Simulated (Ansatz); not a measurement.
# CH7GaOS: the cost of one run

All numbers below are computed with Ansatz 0.2.0 (RKS LDA/def2-SVP).

## Step 1: The starting structure

Bond lengths: Ga1–S2 2.650 Å, Ga1–H3 1.550 Å, Ga1–H4 1.556 Å, Ga1–O6 2.195 Å, O6–C7 1.407 Å, S2–H8 1.331 Å, C7–H9 1.091 Å, C7–H10 1.094 Å, C7–H11 1.093 Å. Angles: Ga1–S2–H8 89.1°, S2–Ga1–H3 116.4°, S2–Ga1–H4 111.8°, S2–Ga1–O6 72.9°, H3–Ga1–H4 124.2°, H3–Ga1–O6 110.5°, H4–Ga1–O6 108.9°, Ga1–O6–C7 157.8°, O6–C7–H9 108.5°, O6–C7–H10 109.8°, O6–C7–H11 110.6°, H9–C7–H10 109.1°, H9–C7–H11 109.2°, H10–C7–H11 109.6°.

As a file:

```xyz
11

Ga   -1.4507   -1.0973    0.0731
S     0.8156   -2.1791    0.9195
H    -1.9842   -1.5940   -1.2947
H    -2.3576   -0.6542    1.2567
H     0.8799   -0.5368    0.2019
O     0.1268    0.4015   -0.2161
C     0.7290    1.5872   -0.6757
H     0.6053   -1.6323    2.1151
H    -0.0569    2.3101   -0.9001
H     1.3809    1.9976    0.1009
H     1.3119    1.3972   -1.5806
```

## Step 2: A restrained relaxation towards end A

Springs on the bonds that form and break draw the guess towards this end; the thresholds are loose.

File input.yaml:

```yaml
crystal:
  periodic: [false, false, false]
  atoms:
    - { symbol: Ga, position_ang: [-1.4507, -1.0973, 0.0731] }
    - { symbol: S, position_ang: [0.8156, -2.1791, 0.9195] }
    - { symbol: H, position_ang: [-1.9842, -1.594, -1.2947] }
    - { symbol: H, position_ang: [-2.3576, -0.6542, 1.2567] }
    - { symbol: H, position_ang: [0.8799, -0.5368, 0.2019] }
    - { symbol: O, position_ang: [0.1268, 0.4015, -0.2161] }
    - { symbol: C, position_ang: [0.729, 1.5872, -0.6757] }
    - { symbol: H, position_ang: [0.6053, -1.6323, 2.1151] }
    - { symbol: H, position_ang: [-0.0569, 2.3101, -0.9001] }
    - { symbol: H, position_ang: [1.3809, 1.9976, 0.1009] }
    - { symbol: H, position_ang: [1.3119, 1.3972, -1.5806] }
basis:
  gaussian: { orbitals: def2-SVP }
hamiltonian:
  xc: lda
relax:
  f_tol: 0.15
  max_steps: 25
  restrain:
    - { distance: [0, 5], at: 3.18, k: 30.0 }
    - { distance: [4, 1], at: 2.66, k: 30.0 }
    - { distance: [0, 1], at: 2.27, k: 30.0 }
    - { distance: [4, 5], at: 0.97, k: 30.0 }
```

Run with:

```
> ansatz run input.yaml --threads 2 --pin off --max-ram 3072MiB --backend cpu --events-out ev --progress --plain --runs-dir out
```

What time and memory should one allow on 2 threads of Intel Xeon at 2.60GHz (Ice Lake), shared host?

About 17 s, with a peak of 0.17 GiB.
